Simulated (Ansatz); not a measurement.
Born–Oppenheimer molecular dynamics of a periodic cell of 16 atoms, Li (start crystal Li, start structure bcc, volume 1.15 times the crystal's). It starts from a structure without forces on its atoms.

Level of theory: Ansatz 0.2.0, DFT r2SCAN, scalar-relativistic, plane waves, PAW. Settings: accuracy low, cutoff 500 eV, k mesh 2x2x2, fermi-dirac smearing 0.1 eV, no spin polarisation.

```json
{
  "ensemble": "NVT, Langevin thermostat",
  "time step": "1 fs",
  "steps asked": "20",
  "set temperature": "900 K",
  "friction": "0.02 /fs",
  "seed": "78479"
}
```

Frames 1 fs apart, positions in Å, forces in eV/Å.

Velocities at 0.0 fs (Å/ps):

```
Li -0.86 9.00 -7.49
Li 12.45 -21.01 -14.36
Li -6.56 9.40 4.46
Li -3.81 -6.50 8.73
Li -14.98 10.20 -2.76
Li 4.08 -6.60 -10.34
Li -1.52 -1.02 6.83
Li 0.58 9.01 1.30
Li -20.47 6.44 -2.25
Li 3.57 -3.93 -19.39
Li -10.88 -13.07 2.85
Li 6.25 -0.58 12.31
Li 1.71 19.95 -11.13
Li 3.20 -1.00 11.64
Li 19.61 2.53 18.61
Li 7.63 -12.83 1.00
```

```xyz
16
Lattice="7.3129 0.0000 0.0000 0.0000 7.3129 0.0000 0.0000 0.0000 7.3129" Properties=species:S:1:pos:R:3:forces:R:3 time_fs=0.0 energy_less_start_eV=0.000 T=844
Li 0.000 0.000 0.000 0.00 0.00 0.00
Li 3.656 0.000 0.000 0.00 0.00 0.00
Li 0.000 3.656 0.000 0.00 0.00 0.00
Li 0.000 0.000 3.656 0.00 0.00 0.00
Li 1.828 1.828 1.828 0.00 0.00 0.00
Li 3.656 3.656 0.000 0.00 0.00 0.00
Li 3.656 0.000 3.656 0.00 0.00 0.00
Li 5.485 1.828 1.828 0.00 0.00 0.00
Li 0.000 3.656 3.656 0.00 0.00 0.00
Li 1.828 5.485 1.828 0.00 0.00 0.00
Li 1.828 1.828 5.485 0.00 0.00 0.00
Li 3.656 3.656 3.656 0.00 0.00 0.00
Li 5.485 5.485 1.828 0.00 0.00 0.00
Li 5.485 1.828 5.485 0.00 0.00 0.00
Li 1.828 5.485 5.485 0.00 0.00 0.00
Li 5.485 5.485 5.485 0.00 0.00 0.00
16
Lattice="7.3129 0.0000 0.0000 0.0000 7.3129 0.0000 0.0000 0.0000 7.3129" Properties=species:S:1:pos:R:3:forces:R:3 time_fs=1.0 energy_less_start_eV=0.002 T=808
Li -0.001 0.011 -0.009 0.00 -0.01 0.01
Li 3.669 -0.021 -0.014 -0.01 0.03 0.01
Li -0.006 3.665 0.005 0.00 0.00 -0.01
Li -0.002 -0.006 3.665 0.00 0.00 -0.01
Li 1.813 1.839 1.824 0.02 -0.02 0.00
Li 3.660 3.649 -0.009 0.01 0.00 0.01
Li 3.654 -0.001 3.664 0.01 0.00 0.00
Li 5.484 1.836 1.829 0.00 -0.01 0.00
Li -0.020 3.662 3.655 0.02 0.00 0.01
Li 1.833 5.480 1.808 0.00 0.00 0.02
Li 1.818 1.817 5.487 0.00 0.02 0.00
Li 3.661 3.657 3.668 0.00 0.01 -0.01
Li 5.487 5.505 1.817 -0.01 -0.02 0.00
Li 5.488 1.826 5.497 0.00 0.00 -0.01
Li 1.847 5.487 5.502 -0.03 -0.01 -0.01
Li 5.493 5.474 5.486 -0.01 0.01 0.01
16
Lattice="7.3129 0.0000 0.0000 0.0000 7.3129 0.0000 0.0000 0.0000 7.3129" Properties=species:S:1:pos:R:3:forces:R:3 time_fs=2.0 energy_less_start_eV=0.008 T=868
Li -0.001 0.024 -0.020 0.00 -0.03 0.01
Li 3.682 -0.044 -0.028 -0.01 0.06 0.02
Li -0.011 3.674 0.007 0.00 0.00 -0.02
Li -0.004 -0.012 3.675 0.00 0.00 -0.01
Li 1.800 1.850 1.820 0.03 -0.03 -0.01
Li 3.662 3.642 -0.019 0.01 0.00 0.01
Li 3.651 -0.001 3.671 0.01 0.00 -0.01
Li 5.484 1.842 1.829 0.00 -0.02 -0.01
Li -0.040 3.667 3.655 0.04 0.01 0.01
Li 1.837 5.476 1.788 -0.01 0.01 0.03
Li 1.809 1.807 5.490 0.01 0.03 0.00
Li 3.665 3.657 3.681 0.00 0.01 -0.02
Li 5.489 5.526 1.804 -0.01 -0.04 0.01
Li 5.492 1.825 5.509 0.00 -0.01 -0.02
Li 1.867 5.489 5.519 -0.05 -0.02 -0.02
Li 5.500 5.466 5.487 -0.01 0.02 0.01
16
Lattice="7.3129 0.0000 0.0000 0.0000 7.3129 0.0000 0.0000 0.0000 7.3129" Properties=species:S:1:pos:R:3:forces:R:3 time_fs=3.0 energy_less_start_eV=0.019 T=884
Li 0.000 0.038 -0.032 0.00 -0.04 0.02
Li 3.693 -0.068 -0.044 -0.02 0.09 0.03
Li -0.014 3.684 0.007 -0.01 0.00 -0.03
Li -0.008 -0.017 3.682 0.01 -0.01 -0.01
Li 1.785 1.858 1.816 0.04 -0.04 -0.01
Li 3.665 3.632 -0.032 0.02 0.00 0.02
Li 3.647 0.000 3.677 0.02 0.01 -0.01
Li 5.485 1.847 1.830 -0.01 -0.03 -0.01
Li -0.061 3.671 3.656 0.06 0.01 0.02
Li 1.837 5.473 1.769 -0.01 0.01 0.05
Li 1.799 1.797 5.491 0.02 0.05 0.01
Li 3.670 3.658 3.698 -0.01 0.02 -0.03
Li 5.490 5.547 1.794 -0.01 -0.06 0.01
Li 5.494 1.824 5.520 -0.01 -0.01 -0.03
Li 1.888 5.491 5.536 -0.08 -0.03 -0.04
Li 5.504 5.458 5.488 -0.01 0.03 0.01
16
Lattice="7.3129 0.0000 0.0000 0.0000 7.3129 0.0000 0.0000 0.0000 7.3129" Properties=species:S:1:pos:R:3:forces:R:3 time_fs=4.0 energy_less_start_eV=0.034 T=827
Li 0.001 0.053 -0.045 -0.01 -0.06 0.03
Li 3.703 -0.090 -0.061 -0.02 0.12 0.04
Li -0.020 3.695 0.009 -0.01 -0.01 -0.04
Li -0.014 -0.020 3.687 0.01 -0.01 -0.01
Li 1.770 1.863 1.809 0.06 -0.04 0.00
Li 3.668 3.622 -0.046 0.02 0.00 0.04
Li 3.641 0.000 3.679 0.03 0.01 -0.01
Li 5.487 1.851 1.830 -0.01 -0.04 -0.02
Li -0.083 3.676 3.657 0.08 0.01 0.02
Li 1.836 5.471 1.753 -0.01 0.02 0.06
Li 1.789 1.786 5.494 0.02 0.07 0.00
Li 3.678 3.662 3.716 -0.01 0.01 -0.05
Li 5.492 5.566 1.786 -0.02 -0.07 0.01
Li 5.494 1.822 5.530 -0.01 -0.01 -0.03
Li 1.909 5.492 5.553 -0.11 -0.03 -0.06
Li 5.506 5.450 5.489 -0.01 0.04 0.02
16
Lattice="7.3129 0.0000 0.0000 0.0000 7.3129 0.0000 0.0000 0.0000 7.3129" Properties=species:S:1:pos:R:3:forces:R:3 time_fs=5.0 energy_less_start_eV=0.052 T=823
Li 0.001 0.066 -0.058 -0.01 -0.08 0.04
Li 3.712 -0.110 -0.078 -0.03 0.15 0.05
Li -0.030 3.703 0.012 -0.01 -0.01 -0.05
Li -0.019 -0.023 3.694 0.01 -0.02 -0.01
Li 1.755 1.868 1.801 0.07 -0.05 0.00
Li 3.667 3.612 -0.058 0.03 0.01 0.05
Li 3.633 -0.001 3.680 0.04 0.01 0.00
Li 5.490 1.854 1.826 -0.02 -0.04 -0.02
Li -0.105 3.679 3.659 0.10 0.00 0.02
Li 1.837 5.469 1.741 -0.01 0.02 0.07
Li 1.778 1.776 5.497 0.03 0.09 0.00
Li 3.686 3.667 3.733 -0.02 0.01 -0.07
Li 5.493 5.587 1.776 -0.02 -0.09 0.01
Li 5.492 1.821 5.540 -0.01 -0.02 -0.04
Li 1.929 5.487 5.570 -0.14 -0.03 -0.07
Li 5.510 5.443 5.489 -0.01 0.06 0.03
16
Lattice="7.3129 0.0000 0.0000 0.0000 7.3129 0.0000 0.0000 0.0000 7.3129" Properties=species:S:1:pos:R:3:forces:R:3 time_fs=6.0 energy_less_start_eV=0.074 T=807
Li 0.004 0.075 -0.071 -0.02 -0.10 0.05
Li 3.723 -0.128 -0.094 -0.03 0.17 0.05
Li -0.038 3.711 0.015 -0.01 -0.01 -0.06
Li -0.025 -0.027 3.700 0.01 -0.02 -0.01
Li 1.740 1.870 1.791 0.08 -0.05 0.00
Li 3.666 3.601 -0.069 0.04 0.01 0.06
Li 3.623 -0.001 3.681 0.05 0.02 0.00
Li 5.491 1.857 1.819 -0.03 -0.05 -0.02
Li -0.129 3.683 3.659 0.13 0.00 0.02
Li 1.838 5.468 1.730 -0.01 0.02 0.07
Li 1.767 1.764 5.502 0.04 0.11 -0.01
Li 3.692 3.673 3.748 -0.02 0.00 -0.08
Li 5.493 5.610 1.766 -0.02 -0.11 0.01
Li 5.489 1.819 5.551 -0.01 -0.02 -0.05
Li 1.948 5.482 5.583 -0.17 -0.03 -0.08
Li 5.516 5.438 5.486 -0.02 0.07 0.04
16
Lattice="7.3129 0.0000 0.0000 0.0000 7.3129 0.0000 0.0000 0.0000 7.3129" Properties=species:S:1:pos:R:3:forces:R:3 time_fs=7.0 energy_less_start_eV=0.099 T=775
Li 0.007 0.082 -0.085 -0.02 -0.12 0.06
Li 3.733 -0.144 -0.109 -0.04 0.19 0.06
Li -0.045 3.717 0.016 -0.01 -0.01 -0.07
Li -0.030 -0.032 3.704 0.02 -0.02 -0.01
Li 1.725 1.870 1.780 0.09 -0.05 0.01
Li 3.665 3.591 -0.080 0.04 0.02 0.08
Li 3.611 0.000 3.683 0.06 0.02 0.00
Li 5.491 1.858 1.813 -0.03 -0.06 -0.02
Li -0.152 3.688 3.660 0.15 -0.01 0.02
Li 1.838 5.468 1.720 -0.01 0.02 0.07
Li 1.755 1.751 5.508 0.05 0.13 -0.01
Li 3.696 3.681 3.762 -0.03 -0.01 -0.10
Li 5.495 5.634 1.757 -0.03 -0.12 0.02
Li 5.484 1.817 5.563 0.00 -0.03 -0.07
Li 1.969 5.479 5.593 -0.21 -0.03 -0.09
Li 5.524 5.433 5.484 -0.02 0.08 0.04
16
Lattice="7.3129 0.0000 0.0000 0.0000 7.3129 0.0000 0.0000 0.0000 7.3129" Properties=species:S:1:pos:R:3:forces:R:3 time_fs=8.0 energy_less_start_eV=0.126 T=703
Li 0.011 0.088 -0.098 -0.03 -0.13 0.07
Li 3.742 -0.157 -0.123 -0.04 0.21 0.07
Li -0.051 3.722 0.017 -0.01 0.00 -0.08
Li -0.035 -0.036 3.712 0.02 -0.02 -0.01
Li 1.713 1.869 1.766 0.10 -0.05 0.02
Li 3.663 3.581 -0.089 0.05 0.02 0.09
Li 3.601 0.004 3.686 0.07 0.02 0.00
Li 5.489 1.859 1.808 -0.03 -0.06 -0.01
Li -0.174 3.694 3.664 0.17 -0.02 0.02
Li 1.840 5.470 1.712 -0.02 0.02 0.08
Li 1.742 1.740 5.513 0.06 0.15 -0.02
Li 3.697 3.691 3.776 -0.03 -0.02 -0.11
Li 5.497 5.657 1.751 -0.03 -0.14 0.02
Li 5.482 1.815 5.573 0.00 -0.03 -0.07
Li 1.992 5.473 5.603 -0.24 -0.03 -0.10
Li 5.534 5.429 5.479 -0.04 0.09 0.06
16
Lattice="7.3129 0.0000 0.0000 0.0000 7.3129 0.0000 0.0000 0.0000 7.3129" Properties=species:S:1:pos:R:3:forces:R:3 time_fs=9.0 energy_less_start_eV=0.156 T=721
Li 0.018 0.093 -0.110 -0.04 -0.15 0.07
Li 3.747 -0.168 -0.136 -0.04 0.22 0.07
Li -0.056 3.723 0.019 -0.01 0.00 -0.09
Li -0.042 -0.040 3.722 0.03 -0.01 -0.02
Li 1.699 1.870 1.752 0.11 -0.06 0.03
Li 3.662 3.572 -0.097 0.06 0.02 0.10
Li 3.593 0.008 3.687 0.07 0.02 0.01
Li 5.485 1.858 1.801 -0.03 -0.07 -0.01
Li -0.191 3.699 3.670 0.19 -0.03 0.01
Li 1.843 5.470 1.704 -0.02 0.02 0.08
Li 1.729 1.728 5.516 0.08 0.17 -0.03
Li 3.699 3.700 3.789 -0.03 -0.03 -0.13
Li 5.499 5.680 1.749 -0.03 -0.16 0.01
Li 5.479 1.815 5.582 0.00 -0.03 -0.08
Li 2.017 5.467 5.616 -0.28 -0.03 -0.11
Li 5.544 5.425 5.474 -0.05 0.10 0.08
16
Lattice="7.3129 0.0000 0.0000 0.0000 7.3129 0.0000 0.0000 0.0000 7.3129" Properties=species:S:1:pos:R:3:forces:R:3 time_fs=10.0 energy_less_start_eV=0.190 T=665
Li 0.028 0.100 -0.121 -0.06 -0.17 0.08
Li 3.752 -0.180 -0.151 -0.03 0.24 0.08
Li -0.061 3.721 0.019 -0.01 0.01 -0.09
Li -0.049 -0.044 3.732 0.04 -0.01 -0.02
Li 1.683 1.870 1.737 0.12 -0.06 0.05
Li 3.662 3.565 -0.103 0.06 0.02 0.11
Li 3.586 0.014 3.686 0.08 0.02 0.01
Li 5.480 1.855 1.796 -0.03 -0.07 -0.01
Li -0.204 3.704 3.675 0.20 -0.04 0.00
Li 1.847 5.471 1.697 -0.03 0.03 0.09
Li 1.718 1.717 5.520 0.09 0.19 -0.04
Li 3.704 3.708 3.802 -0.03 -0.04 -0.14
Li 5.502 5.701 1.748 -0.04 -0.17 0.01
Li 5.474 1.814 5.592 0.00 -0.04 -0.09
Li 2.042 5.458 5.630 -0.31 -0.02 -0.13
Li 5.555 5.421 5.469 -0.06 0.11 0.09
16
Lattice="7.3129 0.0000 0.0000 0.0000 7.3129 0.0000 0.0000 0.0000 7.3129" Properties=species:S:1:pos:R:3:forces:R:3 time_fs=11.0 energy_less_start_eV=0.227 T=663
Li 0.038 0.109 -0.133 -0.07 -0.20 0.09
Li 3.760 -0.192 -0.165 -0.03 0.26 0.09
Li -0.067 3.718 0.021 -0.02 0.02 -0.10
Li -0.057 -0.047 3.740 0.05 -0.01 -0.02
Li 1.668 1.870 1.724 0.13 -0.06 0.06
Li 3.664 3.559 -0.109 0.06 0.02 0.12
Li 3.578 0.019 3.686 0.08 0.01 0.02
Li 5.477 1.851 1.792 -0.03 -0.07 0.00
Li -0.217 3.709 3.681 0.22 -0.06 -0.01
Li 1.849 5.468 1.691 -0.03 0.03 0.09
Li 1.708 1.706 5.524 0.11 0.21 -0.04
Li 3.711 3.714 3.814 -0.03 -0.05 -0.16
Li 5.504 5.719 1.749 -0.04 -0.18 0.00
Li 5.468 1.815 5.602 0.01 -0.04 -0.10
Li 2.067 5.448 5.644 -0.35 -0.02 -0.14
Li 5.566 5.418 5.464 -0.07 0.12 0.11
```

Of the whole run (20 fs, mean temperature of the second half 579 K): The mean temperature of the second half is 36 % below the set value. A run of 0.02 ps of so small a system gives no equilibrium averages. Limits of this set-up: coarse k mesh, low accuracy level.

Time of the run: 7.4 min on 1 thread of Arm Neoverse V1, with other jobs on the host, peak memory 0.64 GiB.
